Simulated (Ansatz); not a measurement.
# TiW3C4: the cost of one run

Computed with Ansatz 0.2.0 (DFT PBE, scalar-relativistic, plane waves, PAW, unless a step's input says otherwise).

## (1) The starting structure

It takes space group P4/mmm (No. 123, tetragonal). The conventional cell has a = 3.463 Å, b = 3.463 Å, c = 9.796 Å, α = 90.00°, β = 90.00°, γ = 90.00°. Ti (site symmetry 4/mmm) is surrounded by 6 C at 2.45 Å. W (site symmetry 4mm) has 6 C at 2.45 Å as nearest neighbours. Around W (site symmetry 4/mmm) lie 6 C at 2.45 Å. Around C (site symmetry 4mm) lie 1 Ti at 2.45 Å and 5 W at 2.45 Å. C (site symmetry 4/mmm) has 6 W at 2.45 Å as nearest neighbours. C (site symmetry 4/mmm) has 2 W at 2.45 Å and 4 Ti at 2.45 Å as nearest neighbours.

As a file:

```
Ti W C
1.0
     3.46343    0.00000    0.00000
     0.00000    3.46343    0.00000
     0.00000    0.00000    9.79605
Ti W C
1 3 4
Direct
  0.00000 0.00000 0.00000
  0.50000 0.50000 0.25000
  0.00000 0.00000 0.50000
  0.50000 0.50000 0.75000
  0.00000 0.00000 0.25000
  0.50000 0.50000 0.50000
  0.00000 0.00000 0.75000
  0.50000 0.50000 0.00000
```

The start is an ordering of an alloy on its end members' structure types: elements ordered on the sites of the TiC type, W/Ti on Ti (P4/mmm, No. 123).

## (2) The guess as it stands, on a coarse mesh

Contents of input.yaml:

```yaml
crystal:
  lattice:
    - [3.46342705, 0.0, 0.0]
    - [0.0, 3.46342705, 0.0]
    - [0.0, 0.0, 9.79605101]
  atoms:
    - { symbol: Ti, position: [0.0, 0.0, 0.0] }
    - { symbol: W, position: [0.5, 0.5, 0.25] }
    - { symbol: W, position: [0.0, 0.0, 0.5] }
    - { symbol: W, position: [0.5, 0.5, 0.75] }
    - { symbol: C, position: [0.0, 0.0, 0.25] }
    - { symbol: C, position: [0.5, 0.5, 0.5] }
    - { symbol: C, position: [0.0, 0.0, 0.75] }
    - { symbol: C, position: [0.5, 0.5, 0.0] }
basis:
  ecutwfc: 420
kpoints:
  mp_grid: { grid: [6, 6, 2] }
hamiltonian:
  xc: pbe
scf:
  occupations: { method: gaussian, width: 0.1 }
  lower_state_search: "off"
output:
  forces: true
  stress: true
  eigenvalues: true
```

Launch:

```bash
> ansatz run input.yaml --threads 1 --pin off --max-ram 2560MiB --backend cpu --events-out ev --progress --plain --runs-dir out
```

**Question.** How long does this run take on 1 thread of Intel Xeon Platinum 8259CL at 2.50GHz (Skylake/Cascade Lake), shared host, and how much memory does it need?

About 6.1 s, with a peak of 0.47 GiB.
